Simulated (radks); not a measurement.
# He⁺ in 2p1: an all-electron calculation

Wanted: eigenvalues, radial structure and energy terms of the helium ion He+.

Program: radks (a radial shooting solver on a logarithmic mesh, Libxc functionals) version 1. Level of theory: non-relativistic Kohn-Sham, BLYP, spin-polarised, spherical densities, point nucleus; open shells are filled with parallel spins first. These are calculated values, not measurements, unless marked.

## Step 1: Starting point

```
element       : helium (Z = 2)
charge        : +1
electrons     : 1
configuration : 2p1
```

Outer shells as boxes (Hund's rule):

He⁺
```
2p [↑ ][  ][  ]
```

## Step 2: The calculation

Settings of this run:

```text
Z 2
configuration 2p1
relativity non-relativistic
functional b88,lyp
spin polarised
nucleus point
```

Launch:

```console
python run_ks.py task.json out
```

The same process makes all the runs of this session.

Q: Predict the outcome of this run.

As calculated:

| quantity | value |
| --- | --- |
| total energy | -0.49718 hartree |
| exchange-correlation share of it | 35.96 % |
| −T/E | 1.0000 |
| highest occupied level | 2p up, -9.915 eV |
| most extended occupied level | 2p up, <r> = 2.51 bohr |
| radius at density 0.001 e/bohr³ | 3.61 bohr |
| maxima of the radial density | 1 |

1 principal shells are occupied and 1 maxima appear in the radial density. −T/E = 1.0000, near the virial value of 1. This is not the tabulated ground configuration, so its levels and sizes aren't those of the ground state, and no measured value stands beside it.
